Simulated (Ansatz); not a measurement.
# AlGeH3INO: a ladder of functionals and wavefunction methods

An exercise on one series of results from a longer session: the logs are not shown, and one member is left open.

Computed with Ansatz 0.2.0, Gaussian basis. Level: functionals in def2-TZVPP, the program's frozen cores in correlated methods.

The runs, in order: LDA (SPW92), PBE-D4, revPBE-D4, BLYP-D4, r2SCAN-D4, B97M-V, PBE0-D4, B3LYP-D4, r2SCANh-D4, r2SCAN0-D4, HSE06-D4, BHLYP-D4, CAM-B3LYP-D4, LC-ωPBE, ωB97X-V, ωB97M-V, B2PLYP, PBE-QIDH; CCSD(T)/def2-SVP; CCSD(T)/def2-TZVPP; MP2/def2-QZVPP; extrapolation to the limit; RPA on PBE.

## The relaxed structure

The geometry comes from an earlier relaxation with PBE0-D4 in a triple-zeta def2 set; it is a stationary point, not always the lowest conformer. I takes the def2 core potential; no spin-orbit term is included.

SMILES `[NH2][Ge]1([I])[O][AlH]1`, 8 atoms, charge 0, spin multiplicity 1.

Atoms are counted from 1 here; the program's logs count them from 0.

Bond lengths: N1–Ge2 1.821 Å, N1–H6 1.010 Å, N1–H7 1.011 Å, Ge2–I3 2.541 Å, Ge2–O4 1.883 Å, Ge2–Al5 2.342 Å, O4–Al5 1.699 Å, Al5–H8 1.574 Å. Angles: Ge2–N1–H6 114.7°, Ge2–N1–H7 114.1°, H6–N1–H7 110.5°, N1–Ge2–I3 103.7°, N1–Ge2–O4 110.7°, N1–Ge2–Al5 131.6°, I3–Ge2–O4 111.7°, I3–Ge2–Al5 123.8°, O4–Ge2–Al5 45.8°, Ge2–O4–Al5 81.5°, Ge2–Al5–O4 52.7°, Ge2–Al5–H8 166.8°, O4–Al5–H8 140.5°.

Geometry (Å):

```xyz
8
charge 0, multiplicity 1
N    -0.56138    0.95026    1.39027
Ge    0.43900    0.28416    0.02272
I     2.75480    0.03621    1.03764
O    -0.24668   -1.36991   -0.56035
Al   -0.16761   -0.58574   -2.06556
H    -0.14163    0.85664    2.30443
H    -1.51656    0.61860    1.40353
H    -0.46763   -0.84732   -3.58847
```

Set-up of the first run:

File in.yaml:

```yaml
crystal:
  periodic: [false, false, false]
  atoms:
    - {symbol: N, position_ang: [-0.561381, 0.950260, 1.390272]}
    - {symbol: Ge, position_ang: [0.439000, 0.284162, 0.022716]}
    - {symbol: I, position_ang: [2.754795, 0.036215, 1.037637]}
    - {symbol: O, position_ang: [-0.246684, -1.369912, -0.560350]}
    - {symbol: Al, position_ang: [-0.167614, -0.585739, -2.065560]}
    - {symbol: H, position_ang: [-0.141631, 0.856635, 2.304433]}
    - {symbol: H, position_ang: [-1.516556, 0.618601, 1.403528]}
    - {symbol: H, position_ang: [-0.467629, -0.847323, -3.588475]}
basis:
  gaussian: {orbitals: def2-TZVPP}
hamiltonian: {xc: lda}
output: {orbitals: {seedname: orbitals}}
```

Among the steps run: LDA; PBE-D4 (GGA); revPBE-D4 (GGA); BLYP-D4 (GGA); r2SCAN-D4 (meta-GGA); B97M-V (meta-GGA); PBE0-D4 (hybrid); B3LYP-D4 (hybrid); r2SCANh-D4 (hybrid); r2SCAN0-D4 (hybrid); HSE06-D4 (hybrid); BHLYP-D4 (hybrid); CAM-B3LYP-D4 (range-separated); LC-ωPBE (range-separated); ωB97X-V (range-separated); ωB97M-V (range-separated); B2PLYP (double hybrid); PBE-QIDH (double hybrid).

One table of the session follows, with a row left open; its other results are not shown here.

It belongs to the step «Orbital energies across the functionals». 

```
  functional  HOMO (eV)  LUMO (eV)  gap (eV)
 LDA (SPW92)      -5.68      -2.83      2.85
      PBE-D4      -5.52      -2.60      2.92
   revPBE-D4          ?          ?         ?
     BLYP-D4      -5.39      -2.50      2.88
   r2SCAN-D4      -5.73      -2.41      3.33
      B97M-V      -5.76      -2.40      3.36
     PBE0-D4      -6.55      -1.87      4.68
    B3LYP-D4      -6.37      -2.08      4.29
  r2SCANh-D4      -6.12      -2.15      3.97
  r2SCAN0-D4      -6.70      -1.76      4.93
    HSE06-D4      -6.17      -2.23      3.94
    BHLYP-D4      -7.47      -1.07      6.40
CAM-B3LYP-D4      -7.74      -0.93      6.81
     LC-ωPBE      -8.91       0.13      9.04
     ωB97X-V      -8.64       0.05      8.69
     ωB97M-V      -8.51      -0.18      8.32
```

Estimate the missing values for revPBE-D4.

As computed: HOMO (eV): -5.46; LUMO (eV): -2.51; gap (eV): 2.95. In the column «HOMO (eV)» it lies between PBE-D4 (-5.52) and BLYP-D4 (-5.39).
